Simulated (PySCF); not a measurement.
**SbH₄: structure of the doublet**

Where does doublet SbH₄ go from a see-saw start, is the end point a minimum, and what are its modes, charges and moments?

Program: PySCF 2.14.0. Level of theory: PBE0, basis Sb def2-TZVP with ECP28, H def2-TZVP, scalar-relativistic core potentials, no spin–orbit coupling, density fitting. These are calculated values, not measurements.

**1. Starting geometry**

5 atoms, charge 0, spin multiplicity 2.

Bond lengths: Sb1–H2 1.720 Å, Sb1–H3 1.720 Å, Sb1–H4 1.720 Å, Sb1–H5 1.720 Å. Angles: H2–Sb1–H3 170.0°, H2–Sb1–H4 86.9°, H2–Sb1–H5 86.9°, H3–Sb1–H4 86.9°, H3–Sb1–H5 86.9°, H4–Sb1–H5 104.0°.

Coordinates in bohr (charge 0 multiplicity 2):
```
Sb    0.0000    0.0000    0.0000
H     0.0000    3.2380    0.2833
H     0.0000   -3.2380    0.2833
H     2.5613    0.0000    2.0010
H    -2.5613    0.0000    2.0010
```

**2. First SCF at the start**

One driver script runs all steps and calls PySCF; scf.py shows how it sets up the SCF of each step. The optimiser is the driver's own. After this first run the driver tries any further starts and a stability analysis.

File scf.py:

```python
from pyscf import gto, scf, dft
mol = gto.M(atom='''
Sb     0.000000     0.000000     0.000000
H      0.000000     1.713500     0.149900
H     -0.000000    -1.713500     0.149900
H      1.355400     0.000000     1.058900
H     -1.355400     0.000000     1.058900''',
    basis={'Sb': 'def2-TZVP', 'H': 'def2-TZVP'},
    ecp={'Sb': 'def2-TZVP'},
    charge=0, spin=1)
mf = dft.UKS(mol, xc='PBE0')
mf.grids.atom_grid = (50, 194)
aux = {'Sb': 'def2-universal-JKFIT', 'H': 'def2-universal-JKFIT'}
mf = mf.density_fit(auxbasis=aux)
mf.conv_tol = 1e-08
mf.diis_space = 10
mf.max_cycle = 60
mf.init_guess = 'minao'
mf.verbose = 4
mf.kernel()
```

Command:

```console
> OMP_NUM_THREADS=2 python axn.py task.json out
```

Log:

```text
init E= -203.962791572946
[... the frontier-level lines of each cycle are left out ...]
cycle= 1 E= -241.115706808471  delta_E= -37.2  |g|= 1.95  |ddm|= 10.9
cycle= 2 E= -240.927541142513  delta_E= 0.188  |g|= 2.35  |ddm|= 5.18
cycle= 3 E= -242.530556431741  delta_E= -1.6  |g|= 0.105  |ddm|=  2.5
cycle= 4 E= -242.534639108259  delta_E= -0.00408  |g|= 0.0445  |ddm|= 0.163
cycle= 5 E= -242.535240671698  delta_E= -0.000602  |g|= 0.00678  |ddm|= 0.0358
cycle= 6 E= -242.535278356461  delta_E= -3.77e-05  |g|= 0.00228  |ddm|= 0.0141
cycle= 7 E= -242.535285143272  delta_E= -6.79e-06  |g|= 0.000551  |ddm|= 0.0064
cycle= 8 E= -242.535285782374  delta_E= -6.39e-07  |g|= 0.000157  |ddm|= 0.00191
cycle= 9 E= -242.535285851824  delta_E= -6.94e-08  |g|= 5.48e-05  |ddm|= 0.000659
cycle= 10 E= -242.535285858287  delta_E= -6.46e-09  |g|= 9.13e-06  |ddm|= 0.00022
Extra cycle  E= -242.535285858471  delta_E= -1.83e-10  |g|= 5.84e-06  |ddm|= 3.09e-05
converged SCF energy = -242.535285858471  <S^2> = 0.76208455  2S+1 = 2.0120483
```

This step, with its further starts and checks, needed 3.4 s of wall time on 2 threads of Arm Neoverse V1, shared host.

The test of internal stability found no lower solution of this spin.

**3. Relaxation: see-saw start, doublet**

The program finds C2v symmetry in the start, which this walk keeps. Threshold on the gradient: 0.0003 Eh/bohr, with a further test on the energy change.

Changes to scf.py since step 2:

```diff
@@ -3,5 +3,5 @@
-Sb     0.000000     0.000000     0.000000
-H      0.000000     1.713500     0.149900
-H     -0.000000    -1.713500     0.149900
-H      1.355400     0.000000     1.058900
-H     -1.355400     0.000000     1.058900''',
+Sb     0.000000     0.000000    -0.019502
+H      0.000000     1.713500     0.130398
+H      0.000000    -1.713500     0.130398
+H      1.355400     0.000000     1.039398
+H     -1.355400     0.000000     1.039398''',
@@ -18 +17,0 @@
-mf.init_guess = 'minao'
```

The optimiser's trace:

```csv
step,energy (Eh),change (kJ/mol),largest symmetric gradient (Eh/bohr)
0,-242.535286,0.00,0.02122
1,-242.540984,-14.96,0.00995
2,-242.543375,-21.24,0.00127
3,-242.543399,-21.30,0.00067
4,-242.543408,-21.32,0.00044
5,-242.543411,-21.33,0.00008
```

The walk took 8.3 s.

End point (C2v, 5 steps, 21.3 kJ/mol gained): Sb–H 1.696 Å (×2), Sb–H 1.830 Å (×2); H–Sb–H 91.8° (×4), H–Sb–H 96.0°, H–Sb–H 174.6°.

**4. Vibrations and properties at this point**

On the finer grid the gradient is checked again; gradients at displacements of ±0.02 bohr then give force constants and infrared intensities.

Changes to scf.py since step 3:

```diff
@@ -3,5 +3,5 @@
-Sb     0.000000     0.000000    -0.019502
-H      0.000000     1.713500     0.130398
-H      0.000000    -1.713500     0.130398
-H      1.355400     0.000000     1.039398
-H     -1.355400     0.000000     1.039398''',
+Sb     0.000000     0.000000    -0.016965
+H      0.000000     1.827799    -0.103460
+H      0.000000    -1.827799    -0.103460
+H      1.259983    -0.000000     1.118187
+H     -1.259983    -0.000000     1.118187''',
@@ -12 +12 @@
-mf.grids.atom_grid = (50, 194)
+mf.grids.atom_grid = (75, 302)
@@ -15 +15 @@
-mf.conv_tol = 1e-08
+mf.conv_tol = 1e-10
```

This SCF starts from the last density.

SCF at the final geometry:

```text
init E= -242.543432661698
[... the frontier-level lines of each cycle are left out ...]
cycle= 1 E= -242.5434326617  delta_E= -2.05e-12  |g|= 2.59e-06  |ddm|= 5.62e-06
Extra cycle  E= -242.543432661699  delta_E= 5.68e-13  |g|= 2.48e-06  |ddm|= 5.3e-06
converged SCF energy = -242.543432661699  <S^2> = 0.76515313  2S+1 = 2.0150962
```

The whole step took 33 s.

Geometry: C2v; Sb–H 1.696 Å (×2), Sb–H 1.830 Å (×2); H–Sb–H 91.8° (×4), H–Sb–H 96.0°, H–Sb–H 174.6°.

Harmonic modes (main isotopes):

```json
{"symmetry": "b2", "ω (cm⁻¹)": "496", "IR (km/mol)": "31.7", "μ (u)": "1.03", "type": "bend"}
{"symmetry": "a1", "ω (cm⁻¹)": "609", "IR (km/mol)": "42.7", "μ (u)": "1.03", "type": "bend"}
{"symmetry": "a1", "ω (cm⁻¹)": "775", "IR (km/mol)": "14.9", "μ (u)": "1.01", "type": "bend"}
{"symmetry": "b1", "ω (cm⁻¹)": "817", "IR (km/mol)": "95.4", "μ (u)": "1.02", "type": "bend"}
{"symmetry": "a2", "ω (cm⁻¹)": "840", "IR (km/mol)": "0.0", "μ (u)": "1.01", "type": "bend"}
{"symmetry": "b1", "ω (cm⁻¹)": "1123", "IR (km/mol)": "229", "μ (u)": "1.02", "type": "stretch"}
{"symmetry": "a1", "ω (cm⁻¹)": "1520", "IR (km/mol)": "1.4", "μ (u)": "1.01", "type": "stretch"}
{"symmetry": "a1", "ω (cm⁻¹)": "2017", "IR (km/mol)": "84.4", "μ (u)": "1.01", "type": "stretch"}
{"symmetry": "b2", "ω (cm⁻¹)": "2026", "IR (km/mol)": "122", "μ (u)": "1.02", "type": "stretch"}
```

All wavenumbers are real: a minimum.

Properties at this point:

| Quantity | Value |
| --- | --- |
| Dipole moment | 0.20 D |
| Highest occupied level | -5.75 eV |
| Lowest empty level | -2.52 eV |
| Rotational constants | 2.918, 1.811, 1.697 cm⁻¹ |
| Zero-point energy | 61.2 kJ/mol |
| Principal polarisabilities | 39.1, 41.2, 61.9 bohr³ |
| Atomisation energy without zero-point energy | 831 kJ/mol |
| Principal traceless quadrupole moments about the centre of mass | -2.92, 0.44, 2.47 D Å |
| Entropy at 298.15 K and 1 bar (electronic part: spin only) | 251.1 J/(mol K) |
| Heat capacity Cp at 298.15 K | 52.2 J/(mol K) |
| Enthalpy at 298.15 K above 0 K | 11.59 kJ/mol |
| Rotational symmetry number | 2 |
| Spin squared ⟨S²⟩ | 0.765 |

Populations by atom (charges in e):

| atom | Mulliken | Löwdin | polar tensor | spin (Mulliken) | Mayer order to Sb1 |
| --- | --- | --- | --- | --- | --- |
| Sb1 | 0.07 | 0.12 | 0.79 | 0.20 | – |
| H2,3 | -0.05 | -0.04 | -0.21 | 0.43 | 0.69 |
| H4,5 | 0.01 | -0.02 | -0.19 | -0.03 | 0.96 |

Outer orbital energies (eV). α occupied: -36.20, -36.19, -36.15, -16.76, -11.02, -10.03, -9.18, -5.75; empty: -0.30, 0.43, 2.14, 2.83. β occupied: -36.22, -36.19, -36.12, -36.11, -16.48, -10.01, -9.76, -8.64; empty: -2.52, -0.07, 0.55, 2.94.

Mulliken populations on Sb1 (outside its core potential): s 3.72, p 8.98, d 10.20, f 0.02.

**5. Fields at the lowest minimum**

The plane holds Sb1 at (0.00, 0.00), H2 at (1.83, 0.00), H3 at (-1.82, -0.12), H4 at (-0.05, 1.70) Å. Columns run from x = -3.75 to 4.05 Å, rows from y = 4.05 (top) to -2.25 Å, in steps of 0.3 Å. Electrons inside core potentials are absent.

Density (cut at 5 e/Å³):

Ten steps from '0' (0.000 e/Å³) to '9' (5.000 e/Å³), finer at the low end (step k begins (100^(k/10) - 1)/99 of the way up):
```
000000000000000000000000000
000000000000000000000000000
000000000000000000000000000
000000000000000000000000000
000000000000000000000000000
000000000011111000000000000
000000000113332100000000000
000000000124654210000000000
000000001235775310000000000
000000001235665321000000000
000000112245665322111000000
000011223346776433332100000
000013444469999644543210000
000124565579999755664210000
000124675579999755664210000
000123555569999654543210000
000012333446776433322100000
000001122234444322111000000
000000011122332211000000000
000000000011111100000000000
000000000000000000000000000
000000000000000000000000000
```

ELF (0 where the density is under 0.005 e/Å³):

Ten even steps from '0' (0.00) to '9' (1.00):
```
000000000000000000000000000
000000000000000000000000000
000000000000000000000000000
000000000006770000000000000
000000000599999800000000000
000000003899999960000000000
000000004999999971000000000
000000003999999971000000000
000000001799999940001000000
000032101489999721135600000
000788621356555422589980000
007999984321221236999998000
009999998325775248999999000
009999999327117249999999700
079999999427117249999999700
009999999525775248999999000
009999998532332357999998000
006999985454444544689980000
000688742356777632246600000
000003210246777521000000000
000000000125665310000000000
000000000012333100000000000
```

Spin density:

Ten even steps from '0' (-0.03 e/Å³) to '9' (0.49 e/Å³):
```
000000000000000000000000000
000000000000000000000000000
000000000000000000000000000
000000000000000000000000000
000000000000000000000000000
000000000000000000000000000
000000000000000000000000000
000000000000000000000000000
000000000000000000000000000
000000000000000000000000000
000000000000000000111000000
000011110000000001111100000
000012221000000001342110000
000113652001001002794210000
000114982001000002794110000
000113441001111001232110000
000011210001111000111100000
000001100001221000000000000
000000000001111000000000000
000000000000110000000000000
000000000000000000000000000
000000000000000000000000000
```

Values on the line from Sb1 (at 0) through H2 (at 1.830 Å):

```csv
distance (Å),density (e/Å³),ELF,electrostatic potential (V),spin density (e/Å³)
0.73,2.15,0.313,46.9,-0.0042
0.91,0.871,0.23,24.2,-0.0327
1.10,0.64,0.517,13.9,-0.013
1.28,0.683,0.897,11,0.0542
1.46,0.908,0.99,17.3,0.187
1.65,1.43,0.999,51.7,0.445
1.92,1.72,1,129,0.679
2.10,0.806,1,27,0.351
2.29,0.38,1,9.51,0.182
2.47,0.185,0.999,3.72,0.0959
2.65,0.0925,0.999,1.44,0.0506
2.84,0.0479,0.998,0.477,0.0273
```

Making the fields took 0.6 s.

**6. Outcome**

```
                                          quantity                                                                                         value
                                           minimum                                                                                  doublet, C2v
                                          geometry          Sb–H 1.696 Å (×2), Sb–H 1.830 Å (×2); H–Sb–H 91.8° (×4), H–Sb–H 96.0°, H–Sb–H 174.6°
                                wavenumbers (cm⁻¹)  496 (b2), 609 (a1), 775 (a1), 817 (b1), 840 (a2), 1123 (b1), 1520 (a1), 2017 (a1), 2026 (b2)
                                     dipole moment                                                                                        0.20 D
highest occupied, lowest empty level (either spin)                                                                               -5.75, -2.52 eV
                        polar-tensor charge of Sb1                                                                                       +0.79 e
                                 zero-point energy                                                                                   61.2 kJ/mol
                               entropy at 298.15 K                                                                               251.1 J/(mol K)
         atomisation energy (no zero-point energy)                                                                                    831 kJ/mol
                                              ⟨S²⟩                                                                                         0.765
```

What this shows: The molecule stays C2v, as typed, and the end point is a minimum. The strongest infrared band lies at 1123 cm⁻¹ (b1, stretch). Other starts or spin states, not run here, may lie lower. With an element this heavy the missing spin–orbit coupling can shift these numbers.

The search up to here needed 45 s of wall time on 2 threads of Arm Neoverse V1, shared host.
